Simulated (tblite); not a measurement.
# Ge2H11NSi2: the cost of one run

The runs use tblite 0.8.0 and PySCF 2.14.0, with density-fitted response routines of our own; the level of theory stands in each step. All values are computed, except where a source is named. Atoms count from 0, in the outputs and in this text.

### 1 The molecule as given

16 atoms, charge 0, multiplicity 1; geometry from: force field or distance geometry start.

Bonds of the start (Å): Si0–N1 1.76, N1–Si2 1.77, Si2–Ge3 2.30, Ge3–Ge4 2.38, Si0–H5 1.49, Si0–H6 1.45, Si0–H7 1.47, N1–H8 1.02, Si2–H9 1.47, Si2–H10 1.47, Ge3–H11 1.55, Ge3–H12 1.54, Ge4–H13 1.56, Ge4–H14 1.56, Ge4–H15 1.56.

### 2 Optimising the geometry with GFN2-xTB

What the job is given:

```
{"job": {"kind": "relax", "xc": "GFN2-xTB", "basis": "xTB"}, "charge": 0, "multiplicity": 1}
Si    -3.005900    -0.043600     0.485200
N     -1.483500     0.694900     0.013500
Si    -0.317100    -0.400500    -0.746700
Ge     1.344200    -0.888300     0.769100
Ge     3.067000     0.732900     0.478100
H     -4.003600     1.062400     0.580600
H     -3.553100    -1.002900    -0.460900
H     -2.866600    -0.617300     1.829100
H     -1.533400     1.632900    -0.382900
H      0.339700     0.309300    -1.858800
H     -0.926900    -1.605200    -1.329900
H      0.788500    -0.866200     2.215800
H      1.924100    -2.257400     0.383100
H      4.440200     0.002100     0.469500
H      2.849000     1.525100    -0.852800
H      2.929900     1.730700     1.664100
```

The run is started by

```console
> OMP_NUM_THREADS=1 python probes_run.py task.json out
```

One launch serves the whole session: the jobs run in the order shown.

**Question.** How long does this first job take on 1 thread of Intel Xeon 6975P-C, shared host, and how much memory does it need?

About 2.1 s, with a peak of 0.18 GiB.
